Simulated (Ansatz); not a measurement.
**HAuS: a ladder of functionals and wavefunction methods**

An exercise on one series of results from a longer session: the logs are not shown, and one member is left open.

Method: functionals in def2-TZVPP, the program's frozen cores in correlated methods; program: Ansatz 0.2.0, Gaussian basis.

Plan: LDA (SPW92), PBE-D4, revPBE-D4, BLYP-D4, r2SCAN-D4, B97M-V, PBE0-D4, B3LYP-D4, r2SCANh-D4, r2SCAN0-D4, HSE06-D4, BHLYP-D4, CAM-B3LYP-D4, LC-ωPBE, ωB97X-V, ωB97M-V, B2PLYP, PBE-QIDH; CCSD(T)/def2-SVP; CCSD(T)/def2-TZVPP; CCSD(T)/def2-QZVPP; extrapolation to the limit; RPA on PBE.

### The relaxed structure

An earlier PBE0-D4 in a triple-zeta def2 set relaxation fixed the geometry. Au takes the def2 core potential; no spin-orbit term is included.

SMILES `[SH][Au]`, 3 atoms, charge 0, spin multiplicity 1.

Atoms are counted from 1 here; the program's logs count them from 0.

Bond lengths: S1–Au2 2.238 Å, S1–H3 1.346 Å. Angles: Au2–S1–H3 95.1°.

Set-up of the first run:

in.yaml

```yaml
crystal:
  periodic: [false, false, false]
  atoms:
    - {symbol: S, position_ang: [-0.450108, -0.649202, -0.328536]}
    - {symbol: Au, position_ang: [1.393295, -0.008949, 0.766299]}
    - {symbol: H, position_ang: [-0.954087, 0.593351, -0.451063]}
basis:
  gaussian: {orbitals: def2-TZVPP}
hamiltonian: {xc: lda}
output: {orbitals: {seedname: orbitals}}
```

Started as:

```sh
> ansatz run in.yaml --threads 2 --pin off --events-out ev --progress --plain --max-ram 32768MiB --backend cpu
```

Among the steps run: LDA; PBE-D4 (GGA); revPBE-D4 (GGA); BLYP-D4 (GGA); r2SCAN-D4 (meta-GGA); B97M-V (meta-GGA); B3LYP-D4 (hybrid); r2SCANh-D4 (hybrid); r2SCAN0-D4 (hybrid); HSE06-D4 (hybrid); BHLYP-D4 (hybrid); CAM-B3LYP-D4 (range-separated); LC-ωPBE (range-separated); ωB97X-V (range-separated); ωB97M-V (range-separated); B2PLYP (double hybrid); PBE-QIDH (double hybrid).

One table of the session follows, with a row left open; its other results are not shown here.

It belongs to the step «Orbital energies across the functionals». 

```
  functional  HOMO (eV)  LUMO (eV)  gap (eV)
 LDA (SPW92)      -5.86      -4.32      1.54
      PBE-D4      -5.67      -4.04      1.63
   revPBE-D4      -5.60      -3.93      1.67
     BLYP-D4          ?          ?         ?
   r2SCAN-D4      -5.86      -3.83      2.03
      B97M-V      -5.87      -3.86      2.01
     PBE0-D4      -6.77      -3.16      3.61
    B3LYP-D4      -6.59      -3.47      3.13
  r2SCANh-D4      -6.28      -3.51      2.77
  r2SCAN0-D4      -6.91      -3.04      3.87
    HSE06-D4      -6.37      -3.52      2.85
    BHLYP-D4      -7.75      -2.36      5.40
CAM-B3LYP-D4      -8.05      -2.29      5.77
     LC-ωPBE      -9.26      -1.06      8.20
     ωB97X-V      -8.97      -1.20      7.78
     ωB97M-V      -8.86      -1.36      7.49
```

Estimate the missing values for BLYP-D4.

Worked estimate for «HOMO (eV)». Against the share of exact exchange, B3LYP-D4 (0.2, -6.59), BHLYP-D4 (0.5, -7.75) give a slope of -3.87 per unit share; at 0 the line stands at -5.82.

**Answer.** HOMO (eV): -5.55; LUMO (eV): -4.00; gap (eV): 1.55. In «HOMO (eV)» the line misses by -0.27.
